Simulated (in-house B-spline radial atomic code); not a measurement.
# Br¹⁵⁺: ionisation energy by several methods

Wanted: one ionisation energy, Br¹⁵⁺ to configuration [Ar] 3d1, up the ladder of functionals.

The numbers are computed with in-house B-spline radial atomic code version 1 (non-relativistic, several functionals, spin-polarised, exact exchange averaged over the configuration; spherical all-electron atom at the radial basis limit), except any that are marked as measured or tabulated.

**1. Starting point**

* element: bromine (Z = 35)
* charge: +15
* electrons: 20
* configuration: [Ar] 3d2
* nucleus: point

Outer shells as boxes (Hund's rule):

[Ar] 3d2
```
[Ar] core
3d [↑ ][↑ ][  ][  ][  ]
```

Where spins are not typed, each open shell is filled with up spins first.

**2. M06-2X, a global hybrid**

Settings, as recorded:

```ini
Z = 35
electrons = 20.0
configuration = [Ar] 3d2
hamiltonian = nr
method = m062x
spin_polarised = True
exact_exchange = averaged over the configuration
```

Command:

```console
$ python run_scf.py task.json out
```

The settings of every run stand in task.json; they run in order.

**3. BHandHLYP, a global hybrid**

The settings differ from step 2 so:

```diff
@@ -4,3 +4,3 @@
 hamiltonian = nr
-method = m062x
+method = bhandhlyp
 spin_polarised = True
```

**4. PBE0, a global hybrid**

The settings differ from step 3 so:

```diff
@@ -4,3 +4,3 @@
 hamiltonian = nr
-method = bhandhlyp
+method = pbe0
 spin_polarised = True
```

Before running: The tabulated ionisation energy is 530 ± 3 eV (tabulated theoretical; NIST Atomic Spectra Database). What does each method give, and which comes nearest?

**Answer**, as computed:

| method | rung | total energy (hartree) | ΔSCF (eV) | −ε highest (eV) | ΔSCF less tabulated (eV) |
| --- | --- | --- | --- | --- | --- |
| M06-2X | global hybrid | -2463.5790 | 531.21 | 521.36 (3d up) | +1.21 |
| BHandHLYP | global hybrid | -2463.4972 | 530.86 | 519.96 (3d up) | +0.86 |
| PBE0 | global hybrid | -2463.1663 | 530.84 | 513.65 (3d up) | +0.84 |

What this shows: Against the tabulated ionisation energy, 530 ± 3 eV (tabulated theoretical; NIST Atomic Spectra Database), the best here is PBE0 (+0.84 eV) and the worst M06-2X (+1.21 eV, or 0.23 %). The table's own uncertainty is as large as these misses, so the order means little. All methods miss on the same side by much the same amount, which points to something that they share. These runs lack relativity altogether, which can outweigh the gaps between the methods, so the nearest may be so by luck. These runs leave out relativity, which matters at this nuclear charge. Open shells are averaged (over orientations, and over spins where the run is restricted), while tables refer to the lowest levels.
